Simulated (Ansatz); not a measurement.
# GeI4: the cost of one run

Program: Ansatz 0.2.0, Gaussian basis. Level of theory: one geometry, several basis sets. These are calculated values, not measurements.

Levels to be run: PBE0-D4/def2-SVP; ωB97M-V/def2-SVP; PBE0-D4/def2-QZVPP; ωB97M-V/def2-QZVPP; the functionals' def2-TZVPP values are taken from earlier runs.

2 further runs of the same task are left out: 2 that didn't finish.

### Step 1. The geometry

All runs share one geometry, relaxed beforehand with PBE0-D4 in a triple-zeta def2 set. I takes the def2 core potential; no spin-orbit term is included.

SMILES `[I][Ge]([I])([I])[I]`, 5 atoms, charge 0, spin multiplicity 1.

Atoms are counted from 1 here; the program's logs count them from 0.

Bond lengths: I1–Ge2 2.502 Å, Ge2–I3 2.502 Å, Ge2–I4 2.502 Å, Ge2–I5 2.502 Å. Angles: I1–Ge2–I3 109.5°, I1–Ge2–I4 109.5°, I1–Ge2–I5 109.5°, I3–Ge2–I4 109.5°, I3–Ge2–I5 109.5°, I4–Ge2–I5 109.5°.

### Step 2. PBE0-D4 in def2-SVP

in.yaml reads:

```yaml
crystal:
  periodic: [false, false, false]
  atoms:
    - {symbol: I, position_ang: [-1.106849, -0.015305, 2.231205]}
    - {symbol: Ge, position_ang: [0.009946, -0.014710, -0.008259]}
    - {symbol: I, position_ang: [2.121697, -1.352003, 0.112448]}
    - {symbol: I, position_ang: [-1.523799, -1.029121, -1.705612]}
    - {symbol: I, position_ang: [0.548804, 2.337438, -0.671181]}
basis:
  gaussian: {orbitals: def2-SVP}
hamiltonian: {xc: pbe0, dispersion: d4}
output: {orbitals: {seedname: orbitals}}
```

Run with:

```sh
$ ansatz run in.yaml --threads 2 --pin off --events-out ev --progress --plain --max-ram 32768MiB --backend cpu
```

**Question.** How long does this run take on 2 threads of AMD EPYC 7R13, shared host, and how much memory does it need?

About 5 s, with a peak of 0.58 GiB.
